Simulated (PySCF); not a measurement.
# A diatomic session: RbN

One table from this session's results is given with a row withheld; the runs are named, their logs left out.

Computed with PySCF 2.14.0. Level: Rb def2-SVPD with ECP28, N def2-SVPD, scalar-relativistic core potentials.

The first run:

Settings of the job:

```json
{
 "atoms": "Rb, N",
 "charge": "0",
 "basis": "Rb def2-SVPD with ECP28, N def2-SVPD",
 "Hamiltonian": "scalar-relativistic core potentials",
 "basis functions": "47",
 "electrons treated": "16",
 "masses in u": "84.9118, 14.0031",
 "levels": "PBE0, PBE, r²SCAN, BHandHLYP, BP86, LDA, HF, MP2, SCS-MP2, CCSD, CCSD(T)",
 "grid": "80 radial by 434 angular points",
 "occupations": "held fixed by the projection of orbital angular momentum",
 "dissociation limit": "Rb + N, each in its ground configuration",
 "starting distance in angstrom": "2.715",
 "values of 2S to try": "0, 2, 4"
}
```

Launch:

```sh
OMP_NUM_THREADS=1 python dia.py task.json out
```

Among the steps run: The job; The PBE0 curve of the state that the search chose; Higher solutions at PBE0; PBE (GGA); r²SCAN (meta-GGA); BHandHLYP (global hybrid GGA); BP86; LDA (local density); ROHF (mean field); Correlated methods on the Hartree–Fock reference.

One of the session's tables, all rows but one given; the rest of the session is left out.

It belongs to the step «The curves together». Energy (eV) from each level's lowest point:

```
R (Å)   ROHF  ROHF-MP2  ROHF-SCS-MP2  ROHF-CCSD  ROHF-CCSD(T)
2.364  0.362     0.340         0.350        n/a           n/a
2.474  0.133     0.124         0.130      0.176         0.202
2.584  0.025     0.022         0.025      0.054         0.071
2.667      ?         ?             ?          ?             ?
2.749  0.011     0.011         0.008      0.000         0.002
2.832  0.049     0.047         0.042      0.008         0.000
2.941  0.130     0.122         0.114      0.037         0.016
3.079  0.263     0.245         0.232      0.085         0.050
3.244  0.449     0.411         0.393      0.139         0.099
3.464  0.713     0.639         0.612        n/a           n/a
```

Estimate the missing values for R (Å) = 2.667.

Worked estimate for «ROHF». A straight line through the neighbours (2.584, 0.025) and (2.749, 0.011) gives 0.025 + (0.011 − 0.025) × (2.667 − 2.584) / (2.749 − 2.584) = 0.018; a parabola fitted to 4 rows on both sides gives -0.002.

As computed: ROHF: 0.000; ROHF-MP2: 0.000; ROHF-SCS-MP2: 0.000; ROHF-CCSD: 0.012; ROHF-CCSD(T): 0.022. In «ROHF» the line misses by +0.018 and the parabola by -0.002.
